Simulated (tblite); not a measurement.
# C3H9Ge2NO: the cost of one run

Computed with tblite 0.8.0 and PySCF 2.14.0, with density-fitted response routines of our own, on a single molecule in the gas phase. Atoms are numbered from 0 throughout.

### 1 The molecule as given

16 atoms, charge 0, multiplicity 1; geometry from: force field or distance geometry start.

Bonds of the start (Å): C0–C1 1.20, C1–Ge2 1.90, Ge2–N3 1.86, N3–Ge4 1.87, Ge2–O5 1.79, O5–C6 1.40, C0–H7 1.07, Ge2–H8 1.55, N3–H9 1.03, Ge4–H10 1.55, Ge4–H11 1.55, Ge4–H12 1.55, C6–H13 1.12, C6–H14 1.11, C6–H15 1.12.

### 2 Relaxing the molecule with GFN2-xTB

The job: settings as JSON, then the geometry in Å.

```
{"job": {"kind": "relax", "xc": "GFN2-xTB", "basis": "xTB"}, "charge": 0, "multiplicity": 1}
C     -1.343300     3.047000     0.363100
C     -1.177800     1.897300     0.069300
Ge    -0.878300     0.070500    -0.365400
N      0.689000    -0.091600    -1.362400
Ge     2.105100     0.372700    -0.227500
O     -0.792900    -0.905700     1.137700
C     -0.793400    -2.256400     0.768300
H     -1.502400     4.070800     0.618500
H     -2.075500    -0.415300    -1.230400
H      0.647900     0.614900    -2.109500
H      3.432900     0.284500    -1.027900
H      2.159900    -0.600600     0.973100
H      1.905600     1.827100     0.283500
H      0.093100    -2.510600     0.140400
H     -1.742500    -2.521600     0.253100
H     -0.735000    -2.874100     1.704800
```

Launch:

```console
$ OMP_NUM_THREADS=1 python probes_run.py task.json out
```

The driver reads the jobs from task.json and runs them one after another.

Q: Estimate the wall time of this first job on 1 thread of Arm Neoverse N1, shared host.

About 1.5 s.
